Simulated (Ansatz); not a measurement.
# AlN: the cost of one run

Computed with Ansatz 0.2.0 (DFT LDA, scalar-relativistic, plane waves, PAW, unless a step's input says otherwise).

1 further run of the same task is left out (set aside as unsound or not needed).

### Step 1. Starting point

The structure is cubic, space group F-43m (No. 216). Conventional cell: a = 4.342 Å, b = 4.342 Å, c = 4.342 Å, α = 90.00°, β = 90.00°, γ = 90.00°. Around Al (site symmetry -43m) lie 4 N at 1.88 Å. N (site symmetry -43m) is surrounded by 4 Al at 1.88 Å.

As a file:

```cif
data_structure
_symmetry_space_group_name_H-M 'P 1'
_symmetry_Int_Tables_number 1
_cell_length_a 3.0705
_cell_length_b 3.0705
_cell_length_c 3.0705
_cell_angle_alpha 60.000
_cell_angle_beta 60.000
_cell_angle_gamma 60.000
_cell_volume 20.47
loop_
_atom_site_label
_atom_site_type_symbol
_atom_site_fract_x
_atom_site_fract_y
_atom_site_fract_z
_atom_site_occupancy
Al1 Al 0.00000 0.00000 0.00000 1
N1 N 0.75000 0.75000 0.75000 1
```

It goes back to an entry of the Materials Project, which need not be the stable form.

It is the result of an earlier relaxation at this level (volume 10.23 Å³/atom; gap on the mesh: 3.25 eV).

### Step 2. Relaxing at 4 GPa

What is minimised here is the enthalpy; the energy can go up as the cell is squeezed.

input.yaml reads:

```yaml
crystal:
  lattice:
    - [0.0, 2.171140687, 2.171140687]
    - [2.171140687, 0.0, 2.171140687]
    - [2.171140687, 2.171140687, 0.0]
  atoms:
    - { symbol: Al, position: [0.0, 0.0, 0.0] }
    - { symbol: "N", position: [0.75, 0.75, 0.75] }
basis:
  ecutwfc: 420
kpoints:
  mp_grid: { grid: [10, 10, 10] }
hamiltonian:
  xc: lda
scf:
  occupations: { method: fixed }
output:
  forces: true
  stress: true
  eigenvalues: true
relax:
  adjacent_minimum: "off"
  f_tol: 0.001
  max_steps: 60
  cell: { stress_tol: 0.02, p_target: 4.0 }
```

The run is started by

```bash
$ ansatz run input.yaml --threads 1 --pin off --max-ram 3072MiB --backend cpu --events-out ev --progress --plain --runs-dir out
```

What time and memory should one allow on 1 thread of Intel Xeon Platinum 8488C (Sapphire Rapids), shared host?

About 5.9 s, with a peak of 0.33 GiB.
